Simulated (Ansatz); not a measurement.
# SrMg: the cost of one run

Computed with Ansatz 0.2.0 (DFT LDA, scalar-relativistic, unless a step's input says otherwise).

### Step 1. The starting structure

It takes space group Pm-3m (No. 221, cubic). The conventional cell has a = 3.900 Å, b = 3.900 Å, c = 3.900 Å, α = 90.00°, β = 90.00°, γ = 90.00°. Sr (site symmetry m-3m) has 8 Mg at 3.38 Å as nearest neighbours. Mg (site symmetry m-3m) is surrounded by 8 Sr at 3.38 Å.

Coordinates:

```
Sr Mg
1.0
     3.90000    0.00000    0.00000
     0.00000    3.90000    0.00000
     0.00000    0.00000    3.90000
Sr Mg
1 1
Direct
  0.50000 0.50000 0.50000
  0.00000 0.00000 0.00000
```

Atoms are numbered in the order of the input: Sr1, Mg2.

### Step 2. After the deformation

Space group Pm-3m before, R-3m after.

### Step 3. Full-potential LAPW

File input.yaml:

```yaml
crystal:
  lattice:
    - [3.9, -0.0195, -0.0195]
    - [-0.0195, 3.9, -0.0195]
    - [-0.0195, -0.0195, 3.9]
  atoms:
    - { symbol: Sr, position: [0.5, 0.5, 0.5] }
    - { symbol: Mg, position: [0.0, 0.0, 0.0] }
kpoints:
  mp_grid: { grid: [9, 9, 9] }
  band_path:
    path:
      - [0.0, 0.0, 0.0]
      - [0.5, 0.0, 0.0]
      - [0.5, -0.5, 0.5]
      - [0.4901240068, -0.5098759932, 0.4901240068]
      - [0.4901240068, 0.4901240068, 0.4901240068]
      - [0.0, 0.0, 0.0]
      - [0.5, -0.5, 0.0]
    npoints: 5
scf:
  occupations: { method: fermi_dirac, width: 0.05 }
hamiltonian:
  xc: lda
  pseudopotentials: { kind: all_electron, lapw: { basis_error: 0.0005 } }
output:
  forces: true
  stress: true
  eigenvalues: true
```

Command:

```sh
$ ansatz run input.yaml --threads 1 --pin off --max-ram 3072MiB --backend cpu --events-out ev --progress --plain --runs-dir out
```

What time and memory should one allow on 1 thread of Arm Neoverse V1, shared host?

About 12 s, with a peak of 0.31 GiB.
